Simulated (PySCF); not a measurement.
# BiF (Bi(F)2+): the cost of one run

Method: several levels, as the steps say, no spin–orbit coupling; program: PySCF 2.14.0.

3 further runs of the same task are left out: 2 for a known fault of the program, 1 that didn't finish.

## (1) Where the work starts

2 atoms, charge 2, spin multiplicity 1.

Bond lengths: Bi1–F2 1.938 Å.

As a file:

```
atom   x (Å)   y (Å)    z (Å)
 Bi1  0.0000  0.0000  -0.1518
  F2  0.0000  0.0000   1.7858
```

Formal oxidation states: Bi +3. An earlier session relaxed this geometry at PBE0, Bi def2-SVP with ECP60, F def2-SVP (singlet, point group C∞v).

At PBE0 on the finer grid: E = -313.408832 Eh, HOMO -25.01 eV, LUMO -18.15 eV, Mulliken charge on Bi1 +2.21 e, largest force component 0.008 eV/Å. 

Levels to run: TPSS; PBE; BP86; wB97X; PBE0, TZVP; PBE0, x2c-SVP. Hardware: 2 threads of AMD EPYC 7R43 (Zen 3), shared host.

## (2) TPSS

File run.py (the lines that set the calculation):

```python
mol = gto.M(atom='''
Bi     0.00000     0.00000    -0.15184
F      0.00000     0.00000     1.78583''',
    basis={'Bi': 'def2-SVP', 'F': 'def2-SVP'},
    ecp={'Bi': 'def2-SVP'},
    charge=2, spin=0)
mf = dft.RKS(mol, xc='TPSS')
mf.grids.atom_grid = (75, 302)
mf = mf.density_fit()  # fitting sets: Bi def2-universal-JKFIT, F def2-universal-JKFIT
mf.conv_tol = 1e-08; mf.max_cycle = 55
mf.kernel(dm0)  # dm0: the density of the relaxed state
```

Run with:

```
> OMP_NUM_THREADS=2 python run.py
```

**Question.** How long does this run take on 2 threads of AMD EPYC 7R43 (Zen 3), shared host?

About 1 s.
